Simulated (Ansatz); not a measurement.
# Tl12Cu: the cost of one run

Method: DFT PBEsol, plane waves, PAW, scalar-relativistic, no spin polarisation, in Ansatz 0.2.0.

### 1 The system as given

The cell holds 13 atoms (CuTl12): a = 6.920 Å, b = 10.380 Å, c = 5.533 Å, α = 90.00°, β = 90.00°, γ = 120.00°.

As a file:

```cif
data_structure
_symmetry_space_group_name_H-M 'P 1'
_symmetry_Int_Tables_number 1
_cell_length_a 6.9200
_cell_length_b 10.3800
_cell_length_c 5.5325
_cell_angle_alpha 90.000
_cell_angle_beta 90.000
_cell_angle_gamma 120.000
_cell_volume 344.16
loop_
_atom_site_label
_atom_site_type_symbol
_atom_site_fract_x
_atom_site_fract_y
_atom_site_fract_z
_atom_site_occupancy
Tl1 Tl 0.00000 0.00000 0.00000 1
Tl2 Tl 0.16667 0.22222 0.50000 1
Tl3 Tl 0.00000 0.33333 0.00000 1
Tl4 Tl 0.16667 0.55556 0.50000 1
Tl5 Tl 0.00000 0.66667 0.00000 1
Tl6 Tl 0.16667 0.88889 0.50000 1
Tl7 Tl 0.50000 0.00000 0.00000 1
Tl8 Tl 0.66667 0.22222 0.50000 1
Tl9 Tl 0.50000 0.33333 0.00000 1
Tl10 Tl 0.66667 0.55556 0.50000 1
Tl11 Tl 0.50000 0.66667 0.00000 1
Tl12 Tl 0.66667 0.88889 0.50000 1
Cu1 Cu 0.82726 0.10655 0.75555 1
```

### 2 Relaxing the start

The input, input.yaml:

```yaml
crystal:
  lattice:
    - [6.92, 0.0, 0.0]
    - [-5.19, 8.989344, 0.0]
    - [0.0, 0.0, 5.53254]
  atoms:
    - { symbol: Tl, position: [0.0, 0.0, 0.0] }
    - { symbol: Tl, position: [0.1666667, 0.2222222, 0.5] }
    - { symbol: Tl, position: [0.0, 0.3333333, 0.0] }
    - { symbol: Tl, position: [0.1666667, 0.5555556, 0.5] }
    - { symbol: Tl, position: [0.0, 0.6666667, 0.0] }
    - { symbol: Tl, position: [0.1666667, 0.8888889, 0.5] }
    - { symbol: Tl, position: [0.5, 0.0, 0.0] }
    - { symbol: Tl, position: [0.6666667, 0.2222222, 0.5] }
    - { symbol: Tl, position: [0.5, 0.3333333, 0.0] }
    - { symbol: Tl, position: [0.6666667, 0.5555556, 0.5] }
    - { symbol: Tl, position: [0.5, 0.6666667, 0.0] }
    - { symbol: Tl, position: [0.6666667, 0.8888889, 0.5] }
    - { symbol: Cu, position: [0.8272646, 0.1065476, 0.7555452] }
basis:
  ecutwfc: 420.0
kpoints:
  mp_grid: { grid: [2, 2, 3] }
hamiltonian:
  xc: pbesol
scf:
  occupations: { method: fermi_dirac, width: 0.05 }
  lower_state_search: "off"
relax:
  f_tol: 0.08
  max_steps: 25
  adjacent_minimum: "off"
output:
  write_density: true
  write_potential: true
  elf: true
  volumetric_format: npy
```

On the command line:

```sh
$ ansatz run input.yaml --threads 2 --pin off --max-ram 5120MiB --backend cpu --events-out ev --progress --plain --runs-dir out
```

Q: Estimate wall time and peak memory on 2 threads of Intel Xeon 6975P-C (Granite Rapids), shared host.

About 23 s, with a peak of 0.92 GiB.
